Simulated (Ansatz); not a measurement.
NiMoIrPdW: relaxation of cell and atoms with PBE

Crystal: NiMoIrPdW.

```
Ni Mo Pd Ir W
1.0
     2.34460   -1.43138    0.00906
     2.34460    1.43138    0.00906
    -2.20600    0.00000   10.92374
Ni Mo Pd Ir W
1 1 1 1 1
Direct
  0.49838 0.49838 0.29525
  0.31773 0.31773 0.91207
  0.24733 0.24733 0.49061
  0.74982 0.74982 0.10802
  0.68673 0.68673 0.69406
```

The cell was built by a generator and needn't be a form met in nature.

* Program: Ansatz 0.2.0
* Task: relaxation of cell and atoms
* Functional: PBE
* Potentials or basis: Ansatz PAW
* Cutoff: 420 eV (not typed: the program's choice for these potentials)
* k mesh: 8 × 8 × 2
* Occupations: fermi-dirac, width 0.05 eV
* Spin: collinear spin, ferromagnetic start
* Starting moments: [1.0, 1.0, 0.0, 0.6, 0.0] μB
* Target pressure: 20 GPa
* Target pressure (GPa): 20

| Item | Value |
| --- | --- |
| Relaxed volume | 13.67 Å³/atom |
| Relaxed cell | a = 2.686 Å, b = 2.686 Å, c = 10.900 Å, α = 99.33°, β = 99.33°, γ = 62.25° |
| Space group after relaxing (to 0.05 Å) | Cm (No. 8) |
| Energy change on relaxing (the enthalpy is what falls) | +56.8 meV/atom |
| Ionic steps | 9 |
| Pressure after relaxing | 20.0 GPa |
| Band gap on the k mesh | none (metal or under the smearing width) |
| Net moment | 0.00 μB per cell |
| Absolute moment | 0.00 μB per cell |

The path:
| step | energy change (eV) | largest force (eV/Å) | volume (Å³) |
| --- | --- | --- | --- |
| 1 | 0.0000 | 0.0901 | 73.38 |
| 2 | 1.0670 | 0.8309 | 64.54 |
| 3 | 0.2218 | 0.0987 | 68.87 |
| 4 | 0.2804 | 0.0076 | 68.35 |
| 5 | 0.2830 | 0.0033 | 68.33 |
| 6 | 0.2825 | 0.0014 | 68.34 |
| 7 | 0.2852 | 0.0013 | 68.34 |
| 8 | 0.2841 | 0.0009 | 68.34 |
| 9 | 0.2841 | 0.0009 | 68.34 |

Final structure:
```
CELL_PARAMETERS angstrom
2.29956 -1.38846 0.01500
2.29956 1.38846 0.01500
-2.13502 0.00000 10.68887
ATOMIC_POSITIONS crystal
Ni 0.49866 0.49866 0.29692
Mo 0.32297 0.32297 0.91172
Pd 0.24447 0.24447 0.48856
Ir 0.75315 0.75315 0.11043
W 0.68074 0.68074 0.69239
```

Levels at points of the mesh, in eV from the Fermi level:
Spin up:
```
              k point  band 38  band 39  band 40  band 41  band 42  band 43
   (0.00, 0.00, 0.00)    -0.96    -0.93    -0.80    -0.76    -0.62    -0.28
  (0.00, 0.00, -0.50)    -1.56    -1.05    -0.97    -0.58    -0.53     0.04
  (0.00, -0.50, 0.00)    -0.45    -0.23     1.05     1.42     1.51     1.73
 (0.00, -0.50, -0.50)    -0.27    -0.23     0.82     1.05     1.17     1.75
 (-0.50, -0.50, 0.00)    -0.18    -0.15     0.30     1.22     1.32     1.84
(-0.50, -0.50, -0.50)    -0.19     0.25     0.66     0.95     1.31     2.03
```
Spin down:
```csv
k point,band 38,band 39,band 40,band 41,band 42,band 43
"(0.00, 0.00, 0.00)",-0.96,-0.93,-0.80,-0.76,-0.62,-0.28
"(0.00, 0.00, -0.50)",-1.56,-1.05,-0.97,-0.58,-0.53,0.04
"(0.00, -0.50, 0.00)",-0.45,-0.23,1.05,1.42,1.51,1.73
"(0.00, -0.50, -0.50)",-0.27,-0.23,0.82,1.05,1.17,1.75
"(-0.50, -0.50, 0.00)",-0.18,-0.15,0.30,1.22,1.32,1.84
"(-0.50, -0.50, -0.50)",-0.19,0.25,0.66,0.95,1.31,2.03
```

Run time: 80 s on 8 threads of Arm Neoverse V1, with other jobs on the host, peak memory 0.75 GiB.

Caveat: the plane-wave basis is chosen anew once the cell has moved, so the energies of steps on either side of that aren't comparable; the starting moments weren't kept. Spin-orbit coupling is left out, which matters for the levels of Ir, W.
